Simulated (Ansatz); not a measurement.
# Ti (Ti, dhcp): the cost of one run

Computed with Ansatz 0.2.0 (DFT r2SCAN, plane waves (500 eV) with PAW, scalar-relativistic; PAW files made under PBE, frozen cores solved again for the functional, unless a step says otherwise).

**1. Starting point**

Symmetry: P6_3/mmc, No. 194, hexagonal system. Conventional cell: a = 2.923 Å, b = 2.923 Å, c = 9.546 Å, α = 90.00°, β = 90.00°, γ = 120.00°. Around Ti (site symmetry -3m) lie 12 Ti at 2.92 Å. Around Ti (site symmetry -6m2) lie 12 Ti at 2.92 Å.

Coordinates:

```cif
data_structure
_symmetry_space_group_name_H-M 'P 1'
_symmetry_Int_Tables_number 1
_cell_length_a 2.9229
_cell_length_b 2.9229
_cell_length_c 9.5463
_cell_angle_alpha 90.000
_cell_angle_beta 90.000
_cell_angle_gamma 120.000
_cell_volume 70.63
loop_
_atom_site_label
_atom_site_type_symbol
_atom_site_fract_x
_atom_site_fract_y
_atom_site_fract_z
_atom_site_occupancy
Ti1 Ti 0.00000 0.00000 0.00000 1
Ti2 Ti 0.00000 0.00000 0.50000 1
Ti3 Ti 0.33333 0.66667 0.25000 1
Ti4 Ti 0.66667 0.33333 0.75000 1
```

Starting moments (μB): +1 ×4.

**2. Geometry optimisation**

The input, input.yaml:

```yaml
crystal:
  lattice:
    - [2.9229395509, 0.0, 0.0]
    - [-1.4614697754, 2.5313399048, 0.0]
    - [0.0, 0.0, 9.5463205732]
  atoms:
    - { symbol: Ti, position: [0.0, 0.0, 0.0], spin: 1.0 }
    - { symbol: Ti, position: [0.0, 0.0, 0.5], spin: 1.0 }
    - { symbol: Ti, position: [0.3333333333, 0.6666666667, 0.25], spin: 1.0 }
    - { symbol: Ti, position: [0.6666666667, 0.3333333333, 0.75], spin: 1.0 }
hamiltonian:
  xc: r2scan
  pseudopotentials:
    kind: paw
    azcp:
      Ti: "pseudopotentials/Ti.paw.azcp"
basis:
  ecutwfc: 500
  fft_grid_basis: typed
kpoints:
  mp_grid: { grid: [12, 12, 4], shift: [0, 0, 0] }
magnetization:
  spin_polarized: true
scf:
  occupations: { method: fermi_dirac, width: 0.05 }
relax:
  max_steps: 60
  f_tol: 0.01
  cell: {}
output:
  write_density: true
  write_potential: true
  elf: true
  volumetric_format: npy
```

Run with:

```
> ansatz run input.yaml --threads 2 --pin off --max-ram 6144MiB --backend cpu --events-out ev --progress --plain --runs-dir out
```

Q: Estimate wall time and peak memory on 2 threads of Intel Xeon Platinum 8488C (Sapphire Rapids), shared host.

About 1.9 min, with a peak of 0.76 GiB.
